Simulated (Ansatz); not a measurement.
**C₃H₇BO₂: up Jacob's ladder to CCSD(T)**

How much do the methods differ for C₃H₇BO₂? The plan is to run it at one geometry with functionals of several rungs and with coupled cluster. The yardstick is the atomisation energy at the CCSD(T) limit.

Method: functionals in def2-TZVPP, the program's frozen cores in correlated methods; program: Ansatz 0.2.0, Gaussian basis.

Plan: PBE-D4, r2SCAN-D4, PBE0-D4, B3LYP-D4, ωB97X-V, ωB97M-V, B2PLYP; CCSD(T)/def2-TZVPP; MP2/def2-QZVPP; extrapolation to the limit.

### Step 1. The relaxed structure

The geometry comes from an earlier relaxation with PBE0-D4 in a triple-zeta def2 set; it is a stationary point, not always the lowest conformer.

SMILES `CB(C)OC=O`, 13 atoms, charge 0, spin multiplicity 1.

Atoms are counted from 1 here; the program's logs count them from 0.

Bond lengths: C1–B2 1.562 Å, C1–H7 1.098 Å, C1–H8 1.091 Å, C1–H9 1.094 Å, B2–C3 1.561 Å, B2–O4 1.397 Å, C3–H10 1.097 Å, C3–H11 1.092 Å, C3–H12 1.092 Å, O4–C5 1.343 Å, C5–O6 1.191 Å, C5–H13 1.100 Å. Angles: B2–C1–H7 108.7°, B2–C1–H8 113.9°, B2–C1–H9 111.2°, H7–C1–H8 107.8°, H7–C1–H9 105.4°, H8–C1–H9 109.4°, C1–B2–C3 123.1°, C1–B2–O4 114.8°, C3–B2–O4 122.1°, B2–C3–H10 108.2°, B2–C3–H11 111.7°, B2–C3–H12 114.2°, H10–C3–H11 107.2°, H10–C3–H12 105.5°, H11–C3–H12 109.6°, B2–O4–C5 126.2°, O4–C5–O6 126.0°, O4–C5–H13 109.9° and more.

Coordinates:

```xyz
13

C    -0.3891   -1.8204   -0.0162
B    -0.0612   -0.2939   -0.0469
C     1.3886    0.2683    0.0886
O    -1.1638    0.5385   -0.2570
C    -1.1951    1.8707   -0.0888
O    -0.4964    2.5001    0.6426
H    -0.0504   -2.2714   -0.9580
H    -1.4511   -2.0427    0.0978
H     0.1753   -2.3307    0.7699
H     1.5558    0.5356    1.1393
H     2.1384   -0.4799   -0.1771
H     1.5678    1.1838   -0.4783
H    -1.9983    2.3070   -0.7011
```

### Step 2. PBE-D4 (GGA)

Contents of in.yaml:

```yaml
crystal:
  periodic: [false, false, false]
  atoms:
    - {symbol: C, position_ang: [-0.389139, -1.820376, -0.016247]}
    - {symbol: B, position_ang: [-0.061159, -0.293861, -0.046893]}
    - {symbol: C, position_ang: [1.388626, 0.268285, 0.088583]}
    - {symbol: O, position_ang: [-1.163783, 0.538550, -0.256987]}
    - {symbol: C, position_ang: [-1.195055, 1.870717, -0.088797]}
    - {symbol: O, position_ang: [-0.496434, 2.500140, 0.642612]}
    - {symbol: H, position_ang: [-0.050427, -2.271404, -0.957973]}
    - {symbol: H, position_ang: [-1.451057, -2.042671, 0.097839]}
    - {symbol: H, position_ang: [0.175315, -2.330693, 0.769904]}
    - {symbol: H, position_ang: [1.555846, 0.535585, 1.139252]}
    - {symbol: H, position_ang: [2.138383, -0.479898, -0.177136]}
    - {symbol: H, position_ang: [1.567752, 1.183837, -0.478282]}
    - {symbol: H, position_ang: [-1.998269, 2.306990, -0.701074]}
basis:
  gaussian: {orbitals: def2-TZVPP}
hamiltonian: {xc: pbe, dispersion: d4}
output: {forces: true, orbitals: {seedname: orbitals}}
```

Started as:

```sh
ansatz run in.yaml --threads 4 --pin off --events-out ev --progress --plain --max-ram 10444MiB
```

Further steps of the session: r2SCAN-D4 (meta-GGA); PBE0-D4 (hybrid); B3LYP-D4 (hybrid); ωB97X-V (range-separated); ωB97M-V (range-separated); B2PLYP (double hybrid); CCSD(T) in def2-TZVPP; MP2 in def2-QZVPP.

Before running them: what should the planned runs give, taken together? Wanted: atomisation energy, CCSD(T)/CBS; farthest; mean size of error, hybrid; mean size of error, range-separated; gap, smallest and largest; T1 diagnostic; triples share of the correlation energy.

As calculated:

| quantity | value |
| --- | --- |
| atomisation energy, CCSD(T)/CBS | 5470.2 kJ/mol |
| functionals within 27.4 kJ/mol (0.5 %) | B3LYP-D4, ωB97X-V, B2PLYP |
| farthest | PBE-D4 (+163.6 kJ/mol) |
| mean size of error, hybrid | 33.4 kJ/mol |
| mean size of error, range-separated | 28.8 kJ/mol |
| gap, smallest and largest | 4.73 eV (PBE-D4), 12.30 eV (ωB97X-V) |
| T1 diagnostic | 0.0143 |
| triples share of the correlation energy | 3.9 % |

**Reading.** PBE-D4 is off by +163.6 kJ/mol. Double hybrids carry the basis error of their MP2 part in triple zeta, and no dispersion term here, so their miss is partly the set-up's. The reference freezes the cores and leaves out relativity and excitations past (T), so misses under about 27.4 kJ/mol can't be ranked. Hartree-Fock recovers 74 % of the binding; the rest is correlation. Orbital gaps span 4.7 to 12.3 eV; exact exchange widens them.
